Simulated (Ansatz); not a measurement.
# H6LiNSi2: how energies converge with the basis set

An exercise on one series of results from a longer session: the logs are not shown, and one member is left open.

Program: Ansatz 0.2.0, Gaussian basis. Level of theory: one geometry, several basis sets. These are calculated values, not measurements.

Plan: PBE0-D4/def2-SVP; ωB97M-V/def2-SVP; PBE0-D4/def2-QZVPP; ωB97M-V/def2-QZVPP; the functionals' def2-TZVPP values are taken from earlier runs.

## Structure used throughout

The geometry comes from an earlier relaxation with PBE0-D4 in a triple-zeta def2 set; it is a stationary point, not always the lowest conformer.

10 atoms, charge 0, spin multiplicity 1.

Atoms are counted from 1 here; the program's logs count them from 0.

Bond lengths: Li1–N2 1.794 Å, Li1–Si3 2.476 Å, Li1–H5 2.037 Å, N2–Si3 1.674 Å, N2–Si4 1.690 Å, Si3–H5 1.542 Å, Si3–H6 1.494 Å, Si3–H7 1.494 Å, Si4–H8 1.497 Å, Si4–H9 1.497 Å, Si4–H10 1.497 Å. Angles: N2–Li1–Si3 42.5°, N2–Li1–H5 81.0°, Si3–Li1–H5 38.4°, Li1–N2–Si3 91.0°, Li1–N2–Si4 136.7°, Si3–N2–Si4 132.3°, Li1–Si3–N2 46.4°, Li1–Si3–H5 55.2°, Li1–Si3–H6 125.9°, Li1–Si3–H7 125.9°, N2–Si3–H5 101.6°, N2–Si3–H6 118.6°, N2–Si3–H7 118.6°, H5–Si3–H6 104.6°, H5–Si3–H7 104.6°, H6–Si3–H7 106.9°, N2–Si4–H8 109.9°, N2–Si4–H9 114.0° and more.

The first run:

in.yaml

```yaml
crystal:
  periodic: [false, false, false]
  atoms:
    - {symbol: Li, position_ang: [-1.635353, -0.312223, -1.448758]}
    - {symbol: N, position_ang: [-0.360013, -0.244961, -0.188726]}
    - {symbol: Si, position_ang: [0.190242, 1.220909, -0.781281]}
    - {symbol: Si, position_ang: [0.148851, -1.213317, 1.099932]}
    - {symbol: H, position_ang: [-0.772793, 1.460143, -1.962013]}
    - {symbol: H, position_ang: [0.044979, 2.436867, 0.074166]}
    - {symbol: H, position_ang: [1.552967, 1.278541, -1.390450]}
    - {symbol: H, position_ang: [-0.704729, -2.440359, 1.183461]}
    - {symbol: H, position_ang: [0.056273, -0.544990, 2.436576]}
    - {symbol: H, position_ang: [1.562577, -1.691712, 0.980093]}
basis:
  gaussian: {orbitals: def2-SVP}
hamiltonian: {xc: pbe0, dispersion: d4}
output: {orbitals: {seedname: orbitals}}
```

Among the steps run: PBE0-D4 in def2-SVP; ωB97M-V in def2-SVP; PBE0-D4 in def2-QZVPP; ωB97M-V in def2-QZVPP.

One table of the session follows, with a row left open; its other results are not shown here.

It belongs to the step «Functionals by basis». 

```
functional       basis  HOMO (eV)  LUMO (eV)
   PBE0-D4    def2-SVP          ?          ?
   PBE0-D4  def2-TZVPP      -6.45      -1.20
   PBE0-D4  def2-QZVPP      -6.47      -1.21
   ωB97M-V    def2-SVP      -8.54      -0.52
   ωB97M-V  def2-TZVPP      -8.70      -0.59
   ωB97M-V  def2-QZVPP      -8.72      -0.68
```

Estimate the missing values for PBE0-D4, def2-SVP.

The run gave: HOMO (eV): -6.33; LUMO (eV): -1.18. In the column «HOMO (eV)» it is the highest.
